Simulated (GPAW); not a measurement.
Runs of GPAW 26.7.0 on HPbNO4. The typed cell holds 7 atoms: a = 4.275 Å, b = 5.609 Å, c = 5.670 Å, α = 100.02°, β = 111.92°, γ = 111.82°. The cell was built by a generator and needn't be a form met in nature.

```csv
task,level,potentials or basis,k mesh,ranks,band path,band points,eigensolver,mesh quality,gap on the mesh (eV),pressure (GPa),largest force (eV/Å)
band structure,RPBE,"the program's PAW data sets (release 1.2.1) made for this functional, pw",6 × 4 × 4,8,"XGY,LGZ,NGM,RG",100,-,not flagged,2.91,2.1,(a)
band structure,BLYP,"PAW data sets generated in the run's folder for this functional, pw",6 × 4 × 4,8,"XGY,LGZ,NGM,RG",100,davidson,not flagged,2.83,2.0,0.54
band structure,PBEsol,"PAW data sets generated in the run's folder for this functional, pw",6 × 4 × 4,8,"XGY,LGZ,NGM,RG",100,-,not flagged,2.87,-2.8,(b)
single point,PBE+D4,"GPAW PAW data sets (gpaw-data 1.2.1), pw",4 × 3 × 3,-,-,-,-,coarse,2.86,-1.4,0.10
electrostatic potential,PBE,"GPAW PAW data sets (gpaw-data 1.2.1), pw",6 × 4 × 4,8,-,-,-,not flagged,2.86,-0.3,(c)
```

Alike in all rows: no spin polarisation; cell as given; cutoff (eV) 800; smearing fermi-dirac 0.05 eV.

Task: Estimate the missing entries.

Result: (a) 0.30; (b) 0.41; (c) 0.12.

Caveats: some runs use coarse meshes; spin-orbit coupling is left out, which as a rule narrows the gap of such compounds by several tenths of an eV; an odd mesh through Γ misses points on the zone boundary, where band edges often lie (some runs).

A k mesh can miss the band edges, and the runs leave out spin-orbit coupling on Pb.

Not every run made on this cell is shown here.
